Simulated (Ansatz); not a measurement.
**C4H3F5: up Jacob's ladder to CCSD(T)**

One table from this session's results is given with a row withheld; the runs are named, their logs left out.

Computed with Ansatz 0.2.0, Gaussian basis. Level: functionals in def2-TZVPP, the program's frozen cores in correlated methods.

Levels to be run: LDA (SPW92), PBE-D4, revPBE-D4, BLYP-D4, r2SCAN-D4, B97M-V, PBE0-D4, B3LYP-D4, r2SCANh-D4, r2SCAN0-D4, HSE06-D4, BHLYP-D4, CAM-B3LYP-D4, LC-ωPBE, ωB97X-V, ωB97M-V, B2PLYP, PBE-QIDH; CCSD(T)/def2-SVP; CCSD(T)/def2-TZVPP; MP2/def2-QZVPP; extrapolation to the limit; RPA on PBE.

## The geometry

An earlier PBE0-D4 in a triple-zeta def2 set relaxation fixed the geometry.

SMILES `FC/C(F)=C\C(F)(F)F`, 12 atoms, charge 0, spin multiplicity 1.

Atoms are counted from 1 here; the program's logs count them from 0.

Bond lengths: F1–C2 1.376 Å, C2–C3 1.488 Å, C2–H10 1.090 Å, C2–H11 1.095 Å, C3–F4 1.331 Å, C3–C5 1.324 Å, C5–C6 1.492 Å, C5–H12 1.082 Å, C6–F7 1.341 Å, C6–F8 1.335 Å, C6–F9 1.345 Å. Angles: F1–C2–C3 109.7°, F1–C2–H10 109.1°, F1–C2–H11 108.1°, C3–C2–H10 111.1°, C3–C2–H11 109.1°, H10–C2–H11 109.6°, C2–C3–F4 112.4°, C2–C3–C5 128.7°, F4–C3–C5 118.9°, C3–C5–C6 123.7°, C3–C5–H12 120.0°, C6–C5–H12 116.2°, C5–C6–F7 112.9°, C5–C6–F8 110.1°, C5–C6–F9 112.6°, F7–C6–F8 107.4°, F7–C6–F9 106.4°, F8–C6–F9 107.2°.

Coordinates:

```
F     1.6241   -1.8809   -0.8324
C     0.9167   -0.7266   -1.0797
C     0.9938    0.1728    0.1029
F     2.2458    0.5173    0.3967
C     0.0057    0.6651    0.8335
C    -1.4333    0.3396    0.6088
F    -1.6844   -0.9772    0.6516
F    -2.1858    0.9197    1.5469
F    -1.8808    0.7719   -0.5835
H    -0.1166   -0.9837   -1.3108
H     1.3721   -0.2262   -1.9409
H     0.2198    1.3528    1.6408
```

Set-up of the first run:

Input file in.yaml:

```yaml
crystal:
  periodic: [false, false, false]
  atoms:
    - {symbol: F, position_ang: [1.624141, -1.880864, -0.832431]}
    - {symbol: C, position_ang: [0.916698, -0.726593, -1.079686]}
    - {symbol: C, position_ang: [0.993762, 0.172846, 0.102887]}
    - {symbol: F, position_ang: [2.245763, 0.517307, 0.396713]}
    - {symbol: C, position_ang: [0.005720, 0.665118, 0.833452]}
    - {symbol: C, position_ang: [-1.433273, 0.339616, 0.608846]}
    - {symbol: F, position_ang: [-1.684404, -0.977237, 0.651583]}
    - {symbol: F, position_ang: [-2.185811, 0.919698, 1.546917]}
    - {symbol: F, position_ang: [-1.880823, 0.771942, -0.583498]}
    - {symbol: H, position_ang: [-0.116612, -0.983719, -1.310767]}
    - {symbol: H, position_ang: [1.372055, -0.226158, -1.940874]}
    - {symbol: H, position_ang: [0.219784, 1.352844, 1.640757]}
basis:
  gaussian: {orbitals: def2-TZVPP}
hamiltonian: {xc: lda}
output: {orbitals: {seedname: orbitals}}
```

On the command line:

```sh
> ansatz run in.yaml --threads 2 --pin off --events-out ev --progress --plain --max-ram 32768MiB --backend cuda --devices 0, --max-vram 18GiB
```

Steps of the session up to this table: LDA; PBE-D4 (GGA); revPBE-D4 (GGA); BLYP-D4 (GGA); r2SCAN-D4 (meta-GGA); B97M-V (meta-GGA); B3LYP-D4 (hybrid); r2SCANh-D4 (hybrid); r2SCAN0-D4 (hybrid); HSE06-D4 (hybrid); BHLYP-D4 (hybrid); CAM-B3LYP-D4 (range-separated); LC-ωPBE (range-separated); ωB97X-V (range-separated); ωB97M-V (range-separated); B2PLYP (double hybrid); PBE-QIDH (double hybrid).

One of the session's tables, all rows but one given; the rest of the session is left out.

It belongs to the step «Orbital energies across the functionals». 

| functional | HOMO (eV) | gap (eV) |
| --- | --- | --- |
| LDA (SPW92) | -7.55 | 5.00 |
| PBE-D4 | -7.31 | 5.07 |
| revPBE-D4 | -7.21 | 5.10 |
| BLYP-D4 | -7.19 | 5.06 |
| r2SCAN-D4 | -7.59 | 5.51 |
| B97M-V | -7.64 | 5.65 |
| PBE0-D4 | -8.65 | 7.38 |
| B3LYP-D4 | -8.43 | 6.91 |
| r2SCANh-D4 | -8.09 | 6.37 |
| r2SCAN0-D4 | -8.84 | 7.66 |
| HSE06-D4 | -8.24 | 6.59 |
| BHLYP-D4 | -9.86 | 9.67 |
| CAM-B3LYP-D4 | -10.06 | 9.91 |
| LC-ωPBE | -11.41 | 12.48 |
| ωB97X-V | ? | ? |
| ωB97M-V | -10.92 | 11.83 |

**Question.** Estimate the row for ωB97X-V.

The run gave: HOMO (eV): -11.01; gap (eV): 12.03. In the column «HOMO (eV)» it lies between LC-ωPBE (-11.41) and ωB97M-V (-10.92).
